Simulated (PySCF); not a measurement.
# C₁₀H₁₂O: excited states, first hyperpolarisability

Wanted: excited states, first hyperpolarisability for C₁₀H₁₂O (`CC(C)c1ccc(C=O)cc1`).

Computed with PySCF 2.14.0 and routines of our own; the level stands in each step. Atoms count from 0.

### Step 1. The system as given

23 atoms, charge 0, multiplicity 1; geometry from: GFN2-xTB.

### Step 2. Optimising the geometry at PBE0-D3(BJ)/def2-SVP

The job: settings as JSON, then the geometry in Å.

```
{"job": {"xc": "PBE0", "basis": "def2-SVP", "d3": "d3bj", "grid": 2, "kind": "geom"}, "charge": 0, "multiplicity": 1}
C     -2.587270     0.337680    -0.768611
C     -1.758064    -0.524420     0.186411
C     -2.164522    -0.270371     1.639927
C     -0.284844    -0.269637    -0.008382
C      0.263417     0.991891     0.212475
C      1.611955     1.219300     0.033605
C      2.452469     0.183436    -0.373837
C      3.885641     0.411705    -0.567761
O      4.686325    -0.419139    -0.917174
C      1.907937    -1.081854    -0.596578
C      0.558211    -1.299865    -0.415261
H     -2.280179     0.165690    -1.798018
H     -2.462136     1.393950    -0.543989
H     -3.642702     0.091450    -0.676307
H     -1.955532    -1.577219    -0.044256
H     -2.030208     0.776004     1.901863
H     -3.210695    -0.528581     1.787292
H     -1.560606    -0.874703     2.313176
H     -0.372139     1.805655     0.528119
H      2.023861     2.203196     0.208860
H      4.202397     1.454917    -0.361391
H      2.565491    -1.878555    -0.910865
H      0.146440    -2.283546    -0.591578
```

Started as:

```sh
$ OMP_NUM_THREADS=1 python excited_run.py task.json out
```

One launch serves the whole session: the jobs run in the order shown.

The log of the run:

```text
step   0  E = -462.65790584  max force = 0.010825
step   1  E = -462.65998795  max force = 0.002264
step   2  E = -462.65999952  max force = 0.001159
step   3  E = -462.65999170  max force = 0.001529
step   4  E = -462.66000512  max force = 0.000589
step   5  E = -462.66000620  max force = 0.000500
step   6  E = -462.66000757  max force = 0.000393
optimisation converged
```

Run time: 2.6 min. Hardware: 1 thread of Intel Xeon Platinum 8488C, shared host; peak memory 0.98 GiB.

Relaxation path:

| step | energy from step 0 (eV) | largest force component (eV/Å) |
| --- | --- | --- |
| 0 | 0.0000 | 0.5566 |
| 1 | -0.0567 | 0.1164 |
| 2 | -0.0570 | 0.0596 |
| 3 | -0.0568 | 0.0786 |
| 4 | -0.0571 | 0.0303 |
| 5 | -0.0572 | 0.0257 |
| 6 | -0.0572 | 0.0202 |

Close pairs (by a distance rule), those that changed most:

| bond | before (Å) | after (Å) | change (Å) |
| --- | --- | --- | --- |
| C2–H15 | 1.087 | 1.102 | +0.015 |
| C0–H12 | 1.087 | 1.102 | +0.015 |
| C2–H16 | 1.088 | 1.101 | +0.014 |
| C5–H19 | 1.081 | 1.094 | +0.014 |
| C0–H13 | 1.088 | 1.101 | +0.013 |
| C4–H18 | 1.080 | 1.093 | +0.013 |
| C9–H21 | 1.080 | 1.093 | +0.013 |
| C10–H22 | 1.081 | 1.094 | +0.013 |

The next job starts from the end point, and lists it.

| at the end point | value |
| --- | --- |
| point group (found at 0.08 Å tolerance) | Cs |
| rotational constants (GHz, main isotopes) | 3.187, 0.540, 0.513 |
| dipole moment (D) | 3.79 |

### Step 3. Excited states: TDA CAM-B3LYP/def2-SVPD

The job: settings as JSON, then the geometry in Å.

```
{"job": {"kind": "states", "xc": "CAM-B3LYP", "basis": "def2-SVPD", "tda": true, "soc": true, "nstates": 6, "ntriplets": 5, "nquad": 4}, "charge": 0, "multiplicity": 1}
C     -2.697327     0.308650    -0.853499
C     -1.853055    -0.526983     0.108319
C     -2.269413    -0.300075     1.561339
C     -0.374125    -0.277718    -0.091169
C      0.179621     0.990995     0.129376
C      1.538665     1.213961    -0.056606
C      2.376798     0.172652    -0.468248
C      3.820745     0.409940    -0.667558
O      4.612816    -0.427013    -1.022872
C      1.834542    -1.097910    -0.690732
C      0.476192    -1.314191    -0.502849
H     -2.408500     0.128543    -1.899739
H     -2.580911     1.385994    -0.654358
H     -3.765675     0.064555    -0.745544
H     -2.031054    -1.589993    -0.128100
H     -2.134950     0.753140     1.855475
H     -3.331716    -0.551968     1.705097
H     -1.674246    -0.918469     2.249684
H     -0.461776     1.815679     0.450919
H      1.961850     2.208103     0.118058
H      4.149020     1.462031    -0.459379
H      2.504432    -1.899282    -1.011767
H      0.054950    -2.308290    -0.677634
```

With the program's defaults for keys left out, this is: TDA CAM-B3LYP/def2-SVPD excited states, vertical, gas phase, spin-orbit mean-field couplings.

The log of the run:

```text
coarse grid: 19392 points
cycle   1  E = -462.7013517829  dE =  1.910e+00  |g| = 8.054e-01  |ddm| = 2.588e+01
cycle   2  E = -462.4689007882  dE =  2.325e-01  |g| = 1.407e+00  |ddm| = 6.520e+00
cycle   3  E = -462.8455738803  dE = -3.767e-01  |g| = 9.295e-02  |ddm| = 4.358e+00
cycle   4  E = -462.8472970246  dE = -1.723e-03  |g| = 5.506e-02  |ddm| = 7.561e-01
cycle   5  E = -462.8480497793  dE = -7.528e-04  |g| = 9.979e-03  |ddm| = 2.541e-01
cycle   6  E = -462.8480721938  dE = -2.241e-05  |g| = 5.226e-03  |ddm| = 8.022e-02
cycle   7  E = -462.8480808216  dE = -8.628e-06  |g| = 1.419e-03  |ddm| = 2.898e-02
final grid: 187752 points
cycle   8  E = -462.9503865938  dE = -5.973e-05  |g| = 4.764e-03  |ddm| = 3.740e-01
cycle   9  E = -462.9503854940  dE =  1.100e-06  |g| = 5.627e-03  |ddm| = 7.000e-02
cycle  10  E = -462.9503925889  dE = -7.095e-06  |g| = 1.017e-03  |ddm| = 2.569e-02
cycle  11  E = -462.9503927846  dE = -1.958e-07  |g| = 3.066e-04  |ddm| = 3.337e-03
cycle  12  E = -462.9503928038  dE = -1.914e-08  |g| = 1.276e-04  |ddm| = 1.655e-03
cycle  13  E = -462.9503928082  dE = -4.445e-09  |g| = 3.082e-05  |ddm| = 6.022e-04
cycle  14  E = -462.9503928086  dE = -3.736e-10  |g| = 1.235e-05  |ddm| = 1.844e-04
converged SCF energy = -462.9503928086

Singlet excitations
state   eV       nm        f     d(h-e)  d(exc)  Lambda  PR(NTO)  |dmu|/D   mu/D   main configurations
  1   3.9488   314.0   0.00022   1.015   2.568   0.443   1.004    2.964    1.489   H-2->L 0.88, H-2->L+5 0.08
  2   5.0659   244.7   0.01258   0.574   2.985   0.601   1.761    1.628    5.633   H-1->L 0.67, H->L+1 0.30
  3   5.4451   227.7   0.43082   1.087   3.231   0.739   1.251    3.432    7.409   H->L 0.88
  4   6.6575   186.2   0.00011   2.869   3.876   0.186   1.015    8.043    4.470   H-2->L+1 0.97
  5   6.7410   183.9   0.30956   1.012   3.227   0.607   2.095                     H->L+1 0.55, H-1->L 0.28
  6   6.9669   178.0   0.00136   0.982   3.239   0.341   1.043                     H-3->L 0.53, H-6->L 0.40

Triplet excitations (Tamm-Dancoff)
state   eV     d(h-e)  d(exc)  Lambda  PR(NTO)   main configurations
  1   3.4020   0.935   2.478   0.439   1.005   H-2->L 0.85, H-2->L+5 0.10
  2   3.5501   0.359   2.854   0.741   1.266   H->L 0.84
  3   4.3081   0.681   2.935   0.570   1.111   H-1->L 0.90
  4   4.6061   0.168   2.621   0.850   1.224   H-1->L+1 0.85, H->L 0.09
  5   4.9946   0.087   2.814   0.669   1.093   H->L+1 0.92
S1 - T1 = 0.5468 eV

Spin-orbit couplings |<S|Hso|T>| (cm-1)
             T1       T2       T3       T4       T5
S0       50.001    0.195    0.064    0.028    0.149
S1        0.046   17.189    2.698    6.959    0.359
S2        0.659    0.085    0.011    0.019    0.003
S3       16.472    0.035    0.096    0.010    0.047
S4        0.422    0.367    3.019    1.133   11.589
S5        0.987    0.020    0.005    0.099    0.028
S6       10.278    1.996    1.239    0.645    1.185
T1 sublevels (cm-1): 0.000 0.004 0.326   radiative rates (1/s): 0.0445 0.185 1.04e+03
```

It took 2.2 min on 1 thread of Intel Xeon Platinum 8488C, shared host; peak memory 1.5 GiB.

In short:

| quantity | value |
| --- | --- |
| S1 less T1 | 0.55 eV |

The fields below are evaluated on a grid from the run's orbitals.

Frontier orbitals at CAM-B3LYP/def2-SVPD, with the share of their density that lies nearest to each atom:

| orbital | energy (eV) | lies on |
| --- | --- | --- |
| HOMO | -8.62 | C3, C6 about 24 % each; C4 13 %; C9 9 % |
| LUMO | -0.75 | C7 21 %; O8 17 %; C3 15 % |

ELF in a plane through or near 15 of the atoms.

Values, 10 rows by 14 columns:
```
0.00 0.00 0.00 0.00 0.00 0.00 0.00 0.00 0.00 0.00 0.00 0.00 0.00 0.00
0.00 0.00 0.00 0.00 0.00 0.00 0.00 0.00 0.00 0.00 0.00 0.00 0.00 0.00
0.00 0.00 0.00 0.02 0.35 0.98 0.01 0.87 0.08 0.00 0.00 0.00 0.00 0.00
0.00 0.00 0.94 0.98 0.16 0.99 0.33 1.00 0.34 0.01 0.00 0.00 0.00 0.00
0.00 0.01 0.08 0.83 0.52 0.69 0.75 0.74 0.07 0.07 0.01 0.00 0.00 0.00
0.00 0.52 0.89 0.64 0.67 0.72 0.14 0.98 0.78 0.51 0.02 0.00 0.00 0.00
0.00 0.25 0.84 0.71 0.38 0.63 0.37 0.53 0.69 0.95 0.01 0.00 0.00 0.00
0.00 0.00 0.13 0.02 0.99 0.68 0.70 0.99 0.09 0.97 0.00 0.00 0.00 0.00
0.00 0.00 0.00 0.00 0.31 0.02 0.24 0.91 0.00 0.00 0.00 0.00 0.00 0.00
0.00 0.00 0.00 0.00 0.00 0.00 0.00 0.00 0.00 0.00 0.00 0.00 0.00 0.00
```
The map spans 14.7 Å across and 9.9 Å up, centred on the molecule. Atoms in the plane (x, y in Å): C1 (1.8, -0.4), C3 (0.3, -0.3), C4 (-0.3, 1.0), C5 (-1.7, 1.2), C6 (-2.5, 0.1), C7 (-4.0, 0.2), O8 (-4.8, -0.7), C9 (-1.9, -1.2), C10 (-0.6, -1.4), H14 (2.0, -1.5), H18 (0.4, 1.9), H19 (-2.1, 2.2), H20 (-4.3, 1.3), H21 (-2.6, -2.1), H22 (-0.1, -2.4).

log10 of the density (e/Å³) in the same plane.

Ten even steps from ' ' (-4.0) to '@' (2.6):
```
                                                        
                                                        
                ........                                
          ......::----::::::::::..                      
        ..::::::--====----------::......                
      ..::------==++**++====++==--::::::....            
    ..::--========++**++++++**++==----::::..            
    ..::==++**++==++##****##**++==------::::..          
  ..::--==++****++********##**++========----::..        
  ..--==++**%%****##**++++****++++++++==----::..        
  ::--++**##**********++++**@@****%%++==----::..        
  ::--++**%%**++++****++++********##++==----::..        
  ..--==++**++==++**@@**####++++++**++==::::..          
    ::--========++****++****++====++++--::..            
    ..::--------++++++==++**++==--====--..              
        ....::::--==----==++==--::::::..                
            ....::--::::------::::....                  
                ..........::....                        
                                                        
                                                        
```
The map spans 14.7 Å across and 9.9 Å up, centred on the molecule. Atoms in the plane (x, y in Å): C1 (1.8, -0.4), C3 (0.3, -0.3), C4 (-0.3, 1.0), C5 (-1.7, 1.2), C6 (-2.5, 0.1), C7 (-4.0, 0.2), O8 (-4.8, -0.7), C9 (-1.9, -1.2), C10 (-0.6, -1.4), H14 (2.0, -1.5), H18 (0.4, 1.9), H19 (-2.1, 2.2), H20 (-4.3, 1.3), H21 (-2.6, -2.1), H22 (-0.1, -2.4).

On the surface of density 0.002 e/bohr³ the electrostatic potential runs, from the 1st to the 99th percentile, from -1.71 V near O8 to 1.08 V near H19.

### Step 4. Excited states: TDDFT CAM-B3LYP/def2-SVPD

Settings changed since step 3:

```diff
@@ -1,2 +1,2 @@
-{"job": {"kind": "states", "xc": "CAM-B3LYP", "basis": "def2-SVPD", "tda": true, "soc": true, "nstates": 6, "ntriplets": 5, "nquad": 4}, "charge": 0, "multiplicity": 1}
+{"job": {"kind": "states", "xc": "CAM-B3LYP", "basis": "def2-SVPD", "tpa": true, "nstates": 8, "nquad": 6, "ntriplets": 0}, "charge": 0, "multiplicity": 1}
 C     -2.697327     0.308650    -0.853499
```

With the program's defaults for keys left out, this is: TDDFT CAM-B3LYP/def2-SVPD excited states, vertical, gas phase, two-photon moments by quadratic response.

The log of the run:

```text
coarse grid: 19392 points
cycle   1  E = -462.7013517829  dE =  1.910e+00  |g| = 8.054e-01  |ddm| = 2.588e+01
cycle   2  E = -462.4689007882  dE =  2.325e-01  |g| = 1.407e+00  |ddm| = 6.520e+00
cycle   3  E = -462.8455738803  dE = -3.767e-01  |g| = 9.295e-02  |ddm| = 4.358e+00
cycle   4  E = -462.8472970246  dE = -1.723e-03  |g| = 5.506e-02  |ddm| = 7.561e-01
cycle   5  E = -462.8480497793  dE = -7.528e-04  |g| = 9.979e-03  |ddm| = 2.541e-01
cycle   6  E = -462.8480721938  dE = -2.241e-05  |g| = 5.226e-03  |ddm| = 8.022e-02
cycle   7  E = -462.8480808216  dE = -8.628e-06  |g| = 1.419e-03  |ddm| = 2.898e-02
final grid: 187752 points
cycle   8  E = -462.9503865938  dE = -5.973e-05  |g| = 4.764e-03  |ddm| = 3.740e-01
cycle   9  E = -462.9503854940  dE =  1.100e-06  |g| = 5.627e-03  |ddm| = 7.000e-02
cycle  10  E = -462.9503925889  dE = -7.095e-06  |g| = 1.017e-03  |ddm| = 2.569e-02
cycle  11  E = -462.9503927846  dE = -1.958e-07  |g| = 3.066e-04  |ddm| = 3.337e-03
cycle  12  E = -462.9503928038  dE = -1.914e-08  |g| = 1.276e-04  |ddm| = 1.655e-03
cycle  13  E = -462.9503928082  dE = -4.448e-09  |g| = 3.082e-05  |ddm| = 6.022e-04
cycle  14  E = -462.9503928086  dE = -3.711e-10  |g| = 1.235e-05  |ddm| = 1.844e-04
converged SCF energy = -462.9503928086

Singlet excitations
state   eV       nm        f     d(h-e)  d(exc)  Lambda  PR(NTO)  |dmu|/D   mu/D   delta(TPA)   sigma/GM   main configurations
  1   3.9219   316.1   0.00023   1.022   2.578   0.444   1.006    2.981    1.474        0.09      0.000   H-2->L 0.88, H-2->L+5 0.08
  2   4.9965   248.1   0.01190   0.570   2.967   0.599   1.736    1.866    5.860        8.02      0.073   H-1->L 0.72, H->L+1 0.25
  3   5.2125   237.9   0.36301   1.008   3.190   0.733   1.280    3.230    7.216      434.20      4.322   H->L 0.92
  4   6.4019   193.7   0.26859   0.677   3.126   0.620   1.924    2.072    6.017       32.12      0.482   H->L+1 0.67, H-1->L 0.26
  5   6.6535   186.3   0.00011   2.861   3.874   0.187   1.018    8.015    4.445        0.05      0.001   H-2->L+1 0.96
  6   6.7149   184.6   0.53538   0.170   2.744   0.825   1.458    0.317    4.316      115.28      1.904   H-1->L+1 0.86
  7   6.9538   178.3   0.00124   0.974   3.240   0.341   1.046                                            H-3->L 0.53, H-6->L 0.40
  8   7.1820   172.6   0.00465   1.169   3.536   0.400   1.268                                            H-4->L 0.67, H-2->L+5 0.10, H-9->L 0.09
```

Wall time 2.4 min (1 thread of Intel Xeon Platinum 8488C, shared host); peak memory 1.6 GiB.

### Step 5. First hyperpolarisability: quadratic response CAM-B3LYP/def2-SVPD

Settings changed since step 4:

```diff
@@ -1,2 +1,2 @@
-{"job": {"kind": "states", "xc": "CAM-B3LYP", "basis": "def2-SVPD", "tpa": true, "nstates": 8, "nquad": 6, "ntriplets": 0}, "charge": 0, "multiplicity": 1}
+{"job": {"kind": "beta", "xc": "CAM-B3LYP", "basis": "def2-SVPD"}, "charge": 0, "multiplicity": 1}
 C     -2.697327     0.308650    -0.853499
```

Method: quadratic response CAM-B3LYP/def2-SVPD first hyperpolarisability, Taylor convention, gas phase.

The log of the run:

```text
coarse grid: 19392 points
cycle   1  E = -462.7013517829  dE =  1.910e+00  |g| = 8.054e-01  |ddm| = 2.588e+01
cycle   2  E = -462.4689007882  dE =  2.325e-01  |g| = 1.407e+00  |ddm| = 6.520e+00
cycle   3  E = -462.8455738803  dE = -3.767e-01  |g| = 9.295e-02  |ddm| = 4.358e+00
cycle   4  E = -462.8472970246  dE = -1.723e-03  |g| = 5.506e-02  |ddm| = 7.561e-01
cycle   5  E = -462.8480497793  dE = -7.528e-04  |g| = 9.979e-03  |ddm| = 2.541e-01
cycle   6  E = -462.8480721938  dE = -2.241e-05  |g| = 5.226e-03  |ddm| = 8.022e-02
cycle   7  E = -462.8480808216  dE = -8.628e-06  |g| = 1.419e-03  |ddm| = 2.898e-02
final grid: 187752 points
cycle   8  E = -462.9503865938  dE = -5.973e-05  |g| = 4.764e-03  |ddm| = 3.740e-01
cycle   9  E = -462.9503854940  dE =  1.100e-06  |g| = 5.627e-03  |ddm| = 7.000e-02
cycle  10  E = -462.9503925889  dE = -7.095e-06  |g| = 1.017e-03  |ddm| = 2.569e-02
cycle  11  E = -462.9503927846  dE = -1.958e-07  |g| = 3.066e-04  |ddm| = 3.337e-03
cycle  12  E = -462.9503928038  dE = -1.915e-08  |g| = 1.276e-04  |ddm| = 1.655e-03
cycle  13  E = -462.9503928082  dE = -4.446e-09  |g| = 3.082e-05  |ddm| = 6.022e-04
cycle  14  E = -462.9503928086  dE = -3.743e-10  |g| = 1.235e-05  |ddm| = 1.844e-04
converged SCF energy = -462.9503928086

Lowest singlets (eV, f): 3.9219 0.0002  4.9965 0.0119  5.2125 0.3630

First hyperpolarisability (au)
process     nm      |vector|   parallel      HRS      DR
static         -      507.60     253.94     221.04   4.289
shg       1907.0      560.55     282.83     243.13   4.357
eope      1907.0      524.42     263.11          -       -
shg       1064.0      710.15     364.61     305.33   4.514
eope      1064.0      564.58     285.03          -       -
```

Run time: 2 min. Hardware: 1 thread of Intel Xeon Platinum 8488C, shared host; peak memory 1.6 GiB.

### Step 6. Outcome

| quantity | value |
| --- | --- |
| point group | Cs |
| rotational constants (main isotopes) | 3.19, 0.54, 0.51 GHz |
| S1 less T1 (step 3, TDA CAM-B3LYP/def2-SVPD) | 0.55 eV |
| surface potential, 1st and 99th percentile | -1.71 V and 1.08 V |
| β vector (step 5, quadratic response CAM-B3LYP/def2-SVPD) | static 508, SHG 1907.0 nm 561, SHG 1064.0 nm 710 au |

**Reading.** The optimisation took 6 steps and gained 0.057 eV; among the close pairs (by a distance rule), C2–H15 changed most, from 1.087 to 1.102 Å. In step 3, the number of triplets below S1 is 2, and the largest singlet-triplet spin-orbit coupling is S0–T1, 50.00 cm⁻¹. At CAM-B3LYP/def2-SVPD, counted by nearest atom on the grid, the HOMO lies on C3, C6 about 24 % each; C4 13 %, the LUMO on C7 21 %; O8 17 %. β grows from 508 au (static) to 710 au for doubling at 1064.0 nm: normal dispersion, which grows as twice the photon energy moves toward the bright states.
